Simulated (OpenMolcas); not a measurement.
# Ru²⁺: CASSCF and CASPT2 terms and fine-structure levels, part 2 of 2

Which level of Ru²⁺ lies lowest, and where do the others fall? The reference wave functions come first, then spin-orbit coupling, then second-order correlation under several settings.

OpenMolcas 26.06; ANO-RCC-VDZP, DKH3, active space 6 electrons in 5 orbitals (4d), orbitals: per spin and parity. The steps go on from the part before.

## 8. CASPT2: IPEA 0.25, imaginary shift 0.1 (closed shells correlated: 4s 4p)

Contents of a.inp:

```
>>> COPY JOB001 $Project.JobIph
&CASPT2
Multistate=5 1 2 3 4 5
Frozen=8 6
IPEA=0.25
Imaginary=0.1
MaxIter=60
WThr=0.0 0.3 0.05
PrWF=0.5
NoMix
>>> COPY JOB002 $Project.JobIph
&CASPT2
Multistate=35 1 2 3 4 5 6 7 8 9 10 11 12 13 14 15 16 17 18 19 20 21 22
23 24 25 26 27 28 29 30 31 32 33 34 35
Frozen=8 6
IPEA=0.25
Imaginary=0.1
MaxIter=60
WThr=0.0 0.3 0.05
PrWF=0.5
NoMix
>>> COPY JOB003 $Project.JobIph
&CASPT2
Multistate=22 1 2 3 4 5 6 7 8 9 10 11 12 13 14 15 16 17 18 19 20 21 22
Frozen=8 6
IPEA=0.25
Imaginary=0.1
MaxIter=60
WThr=0.0 0.3 0.05
PrWF=0.5
NoMix
```

What it wrote:

```text
Orbital specifications:
      -----------------------

      Symmetry species                           1   2
                                                ag  au
      Frozen orbitals                            8   6
      Inactive orbitals                          1   3
      Active orbitals                            5   0
      Secondary orbitals                         7  13
      Deleted orbitals                           0   0
      Number of basis functions                 21  22
Type of calculation                        MS-CASPT2
      Fock operator                              state-specific
      IPEA shift                                 0.25
      Real shift                                 0.00
      Imaginary shift                            0.10
      The input orbitals will be transformed to quasi-canonical
Reference energy:       -4527.3078469090
      E2 (Non-variational):      -0.2909609453
      Shift correction:          -0.0001722107
      E2 (Variational):          -0.2911331560
      Total energy:           -4527.5989800649
      Residual norm:              0.0000003802
      Reference weight:           0.93753
      Contributions to the CASPT2 correlation energy
      Active & Virtual Only:         -0.0931358844
      One Inactive Excited:          -0.1333349857
      Two Inactive Excited:          -0.0644900752
Reference energy:       -4527.3078469090
      E2 (Non-variational):      -0.2910277904
      Shift correction:          -0.0001787393
      E2 (Variational):          -0.2912065297
      Total energy:           -4527.5990534387
      Residual norm:              0.0000007921
      Reference weight:           0.93732
      Contributions to the CASPT2 correlation energy
      Active & Virtual Only:         -0.0932053485
      One Inactive Excited:          -0.1333325298
      Two Inactive Excited:          -0.0644899121
::    CASPT2 Root  1     Total energy:  -4527.59898006
::    CASPT2 Root  2     Total energy:  -4527.59905344
::    CASPT2 Root  3     Total energy:  -4527.59903678
::    CASPT2 Root  4     Total energy:  -4527.59905292
::    CASPT2 Root  5     Total energy:  -4527.59899266
::    MS-CASPT2 Root  1     Total energy:  -4527.59906132
::    MS-CASPT2 Root  2     Total energy:  -4527.59905465
::    MS-CASPT2 Root  3     Total energy:  -4527.59902779
::    MS-CASPT2 Root  4     Total energy:  -4527.59899509
::    MS-CASPT2 Root  5     Total energy:  -4527.59897702
Orbital specifications:
      -----------------------

      Symmetry species                           1   2
                                                ag  au
      Frozen orbitals                            8   6
      Inactive orbitals                          1   3
      Active orbitals                            5   0
      Secondary orbitals                         7  13
      Deleted orbitals                           0   0
      Number of basis functions                 21  22
Type of calculation                        MS-CASPT2
      Fock operator                              state-specific
      IPEA shift                                 0.25
      Real shift                                 0.00
      Imaginary shift                            0.10
      The input orbitals will be transformed to quasi-canonical
Reference energy:       -4527.2310617482
      E2 (Non-variational):      -0.2950725997
      Shift correction:          -0.0001731894
      E2 (Variational):          -0.2952457891
      Total energy:           -4527.5263075373
      Residual norm:              0.0000000852
      Reference weight:           0.93657
      Contributions to the CASPT2 correlation energy
      Active & Virtual Only:         -0.0909555444
      One Inactive Excited:          -0.1430395545
      Two Inactive Excited:          -0.0610775009
Reference energy:       -4527.2310617482
      E2 (Non-variational):      -0.2950477710
      Shift correction:          -0.0001725933
      E2 (Variational):          -0.2952203643
      Total energy:           -4527.5262821124
      Residual norm:              0.0000000752
      Reference weight:           0.93660
      Contributions to the CASPT2 correlation energy
      Active & Virtual Only:         -0.0909435655
      One Inactive Excited:          -0.1430313700
      Two Inactive Excited:          -0.0610728355
::    CASPT2 Root  1     Total energy:  -4527.52630754
::    CASPT2 Root  2     Total energy:  -4527.52628211
::    CASPT2 Root  3     Total energy:  -4527.52628916
::    CASPT2 Root  4     Total energy:  -4527.52626640
::    CASPT2 Root  5     Total energy:  -4527.52636426
::    CASPT2 Root  6     Total energy:  -4527.52629391
::    CASPT2 Root  7     Total energy:  -4527.52631253
::    CASPT2 Root  8     Total energy:  -4527.52628608
::    CASPT2 Root  9     Total energy:  -4527.52629554
::    CASPT2 Root 10     Total energy:  -4527.52629928
::    CASPT2 Root 11     Total energy:  -4527.52625047
::    CASPT2 Root 12     Total energy:  -4527.52758169
::    CASPT2 Root 13     Total energy:  -4527.52758983
::    CASPT2 Root 14     Total energy:  -4527.52758141
::    CASPT2 Root 15     Total energy:  -4527.52166021
::    CASPT2 Root 16     Total energy:  -4527.52138944
::    CASPT2 Root 17     Total energy:  -4527.52156984
::    CASPT2 Root 18     Total energy:  -4527.52132791
::    CASPT2 Root 19     Total energy:  -4527.52130875
::    CASPT2 Root 20     Total energy:  -4527.52172866
::    CASPT2 Root 21     Total energy:  -4527.52172885
::    CASPT2 Root 22     Total energy:  -4527.51129155
::    CASPT2 Root 23     Total energy:  -4527.51148086
::    CASPT2 Root 24     Total energy:  -4527.51131087
::    CASPT2 Root 25     Total energy:  -4527.51127058
::    CASPT2 Root 26     Total energy:  -4527.51127789
::    CASPT2 Root 27     Total energy:  -4527.51122540
::    CASPT2 Root 28     Total energy:  -4527.51125151
::    CASPT2 Root 29     Total energy:  -4527.51131427
::    CASPT2 Root 30     Total energy:  -4527.51127686
Orbital specifications:
      -----------------------

      Symmetry species                           1   2
                                                ag  au
      Frozen orbitals                            8   6
      Inactive orbitals                          1   3
      Active orbitals                            5   0
      Secondary orbitals                         7  13
      Deleted orbitals                           0   0
      Number of basis functions                 21  22
Type of calculation                        MS-CASPT2
      Fock operator                              state-specific
      IPEA shift                                 0.25
      Real shift                                 0.00
      Imaginary shift                            0.10
      The input orbitals will be transformed to quasi-canonical
Reference energy:       -4527.1927819243
      E2 (Non-variational):      -0.2971046052
      Shift correction:          -0.0001770417
      E2 (Variational):          -0.2972816468
      Total energy:           -4527.4900635711
      Residual norm:              0.0000000841
      Reference weight:           0.93586
      Contributions to the CASPT2 correlation energy
      Active & Virtual Only:         -0.0899575437
      One Inactive Excited:          -0.1476654556
      Two Inactive Excited:          -0.0594816058
Reference energy:       -4527.1927819243
      E2 (Non-variational):      -0.2968138864
      Shift correction:          -0.0001762095
      E2 (Variational):          -0.2969900959
      Total energy:           -4527.4897720202
      Residual norm:              0.0000001008
      Reference weight:           0.93598
      Contributions to the CASPT2 correlation energy
      Active & Virtual Only:         -0.0897018993
      One Inactive Excited:          -0.1476827337
      Two Inactive Excited:          -0.0594292534
::    CASPT2 Root  1     Total energy:  -4527.49006357
::    CASPT2 Root  2     Total energy:  -4527.48977202
::    CASPT2 Root  3     Total energy:  -4527.48986073
::    CASPT2 Root  4     Total energy:  -4527.48979899
::    CASPT2 Root  5     Total energy:  -4527.48989347
::    CASPT2 Root  6     Total energy:  -4527.48980848
::    CASPT2 Root  7     Total energy:  -4527.48989398
::    CASPT2 Root  8     Total energy:  -4527.49014141
::    CASPT2 Root  9     Total energy:  -4527.48974297
::    CASPT2 Root 10     Total energy:  -4527.48981754
::    CASPT2 Root 11     Total energy:  -4527.48980632
::    CASPT2 Root 12     Total energy:  -4527.49013565
::    CASPT2 Root 13     Total energy:  -4527.49002622
::    CASPT2 Root 14     Total energy:  -4527.48839974
::    CASPT2 Root 15     Total energy:  -4527.48868109
::    CASPT2 Root 16     Total energy:  -4527.48863909
::    CASPT2 Root 17     Total energy:  -4527.48868465
::    CASPT2 Root 18     Total energy:  -4527.48804971
::    CASPT2 Root 19     Total energy:  -4527.48886894
::    CASPT2 Root 20     Total energy:  -4527.48805290
::    CASPT2 Root 21     Total energy:  -4527.48873073
::    CASPT2 Root 22     Total energy:  -4527.48848790
::    MS-CASPT2 Root  1     Total energy:  -4527.49467277
::    MS-CASPT2 Root  2     Total energy:  -4527.49346242
::    MS-CASPT2 Root  3     Total energy:  -4527.49294220
::    MS-CASPT2 Root  4     Total energy:  -4527.49266005
::    MS-CASPT2 Root  5     Total energy:  -4527.49241846
::    MS-CASPT2 Root  6     Total energy:  -4527.49177080
::    MS-CASPT2 Root  7     Total energy:  -4527.49148006
::    MS-CASPT2 Root  8     Total energy:  -4527.49122162
```

This run: 5.4 s of run time, 1 thread of Intel Xeon Platinum 8559C (Emerald Rapids), shared host.

SS-CASPT2: lowest energy less the reference's lowest, -0.2912 hartree; reference weights 0.931 to 0.938. These are the single-state energies of the run (the lines without MS-).

Levels with spin-orbit coupling, from the RASSI matrix with the averaged CASPT2 term energies on its diagonal:

| Configuration | Term | J | E (cm-1) | g | Leading % |
| --- | --- | --- | --- | --- | --- |
| 4d6 | 5D | 4 | 0.0 | 1.498 | 99 |
| 4d6 | 5D | 3 | 1201 | 1.499 | 99 |
| 4d6 | 5D | 2 | 1922 | 1.499 | 98 |
| 4d6 | 5D | 1 | 2400 | 1.500 | 98 |
| 4d6 | 5D | 0 | 2640 |  | 98 |
| 4d6 | 3P | 2 | 15440 | 1.496 | 97 |
| 4d6 | 3H | 4 | 16460 | 1.015 | 41 |
| 4d6 | 3H | 6 | 16560 | 1.163 | 98 |
| 4d6 | 3H | 5 | 16860 | 1.059 | 85 |
| 4d6 | 3F | 3 | 18060 | 1.046 | 87 |
| 4d6 | 3F | 4 | 18100 | 1.029 | 50 |
| 4d6 | 3F | 2 | 18790 | 0.669 | 100 |
| 4d6 | 3P | 1 | 18800 | 1.483 | 96 |
| 4d6 | 3G | 5 | 20490 | 1.175 | 85 |
| 4d6 | 3P | 0 | 20580 |  | 98 |
| 4d6 | 3G | 4 | 21590 | 1.055 | 84 |
| 4d6 | 3G | 3 | 21860 | 0.790 | 88 |

## 9. A CASPT2 run with a fault

Contents of a.inp:

```
>>> COPY JOB001 $Project.JobIph
&CASPT2
Multistate=5 1 2 3 4 5
Frozen=8 6
IPAE=0.25
Imaginary=0.1
MaxIter=60
WThr=0.0 0.3 0.05
PrWF=0.5
NoMix
```

Run with:

```
OMP_NUM_THREADS=1 MOLCAS_MEM=2252 MOLCAS_PROJECT=a pymolcas a.inp > a.log
```

What it wrote:

```text
|        MOLCAS_PRINT = 2
  |       MOLCAS_SOURCE = <dir>
  |    MOLCAS_STRUCTURE = 0
  |
   -----------------------------------------------------------------------------------------
++ ---------   Input file   ---------
>>> COPY JOB001 $Project.JobIph
&CASPT2
Multistate=5 1 2 3 4 5
Frozen=8 6
IPAE=0.25
Imaginary=0.1
MaxIter=60
WThr=0.0 0.3 0.05
PrWF=0.5
NoMix
-- ----------------------------------
>>> COPY JOB001 a.JobIph
*** symbolic link created: INPORB -> a.RasOrb
--- Start Module: caspt2 at  ---
                                              &CASPT2
                                   only a single process is used
                       available to each process: 2.3 GB of memory, 1 thread
 ###    ERROR: Unrecognized keyword: IPAE                                    ###
--- Stop Module: caspt2 at  /rc=_RC_INPUT_ERROR_ ---
.####################.
.# User input error #.
.####################.
```

This run: 0.27 s of run time, 1 thread of Intel Xeon Platinum 8559C (Emerald Rapids), shared host.

Diagnosis: A keyword is misspelt. OpenMolcas reads the first four letters of a keyword, so the setting is refused or falls back to its default.

## 10. Levels by method

A. CASSCF
B. SS-CASPT2, IPEA 0.25, imaginary shift 0.1 (closed shells correlated: 4s 4p)

Energies in cm-1 above each method's lowest level; measured values from Moore, Atomic Energy Levels, vol. III, NSRDS-NBS 35 (1971 reprint of NBS Circular 467, 1958).

| level | A | B | measured |
| --- | --- | --- | --- |
| 4d6 5D4 | 0.0 | 0.0 | 0.0 |
| 4d6 5D3 | 1189 | 1201 | 1159 |
| 4d6 5D2 | 1936 | 1922 | 1826 |
| 4d6 5D1 | 2421 | 2400 | 2266 |
| 4d6 5D0 | 2664 | 2640 | 2476 |
| 4d6 3H6 | 17427 | 16560 |  |
| 4d6 3H5 | 17836 | 16860 |  |
| 4d6 3P2 | 18634 | 15440 |  |
| 4d6 3F3 | 20311 | 18060 |  |
| 4d6 3F2 | 21118 | 18790 |  |
| 4d6 3P1 | 21977 | 18800 |  |
| 4d6 3G5 | 22170 | 20490 |  |
| 4d6 3G4 | 23416 | 21590 |  |
| 4d6 3G3 | 23725 | 21860 |  |
| 4d6 3P0 | 23755 | 20580 |  |

Mean absolute deviation from the 4 measured excited levels that all methods hold: A 120 cm⁻¹, B 110 cm⁻¹.

## 11. Outcome

What follows sums up all 2 parts.

```
                                                                                   quantity                                                                        value
                                                                                     method  SS-CASPT2, IPEA 0.25, imaginary shift 0.1 (closed shells correlated: 4s 4p)
                                                                               lowest level                                        4d6 5D4, 99 % of that term, g = 1.498
                                                                ground level listed by NIST                                                                          5D4
                                                                        first excited level                                                         4d6 5D3 at 1201 cm-1
                                                               lowest level of another term                                                        4d6 3P2 at 15440 cm-1
                                                    spin-orbit lowering of the lowest level                                                                    1340 cm-1
strongest of the lines computed, by gA (one parity, so forbidden lines), at CASSCF energies                                4d6 3F4 → 4d6 5D4, 502.7 nm, A = 2.11e+00 s⁻¹
```

Cost and accuracy by method:

| method | time of its own steps | time with the reference | mean absolute difference from the measured levels (cm-1) |
| --- | --- | --- | --- |
| A. CASSCF | 18 s | 18 s | 120 |
| B. SS-CASPT2, IPEA 0.25, imaginary shift 0.1, +4s 4p | 5.4 s | 23 s | 110 |

Times are of one thread on a shared host.

What this shows: The multiplet 5D is inverted; its intervals divided by the larger J differ by 24 % of their mean, where Landé's rule for pure LS coupling makes them equal. Second-order correlation (method B) scales the levels of the lowest configuration above 5000 cm⁻¹ by 0.83 to 0.95. Method B lies closest to the measured levels (110 cm⁻¹ on average) and A farthest (120). These are fine-structure levels alone, which test spin-orbit coupling more than correlation. Only the configurations of the active space and the roots asked for are present. Not all states of the active space went into the spin-orbit step. CASPT2 does not keep the components of a term degenerate, and the means are used. Only valence configurations of the active space appear, up to the ionisation limit; * or ° marks odd parity.
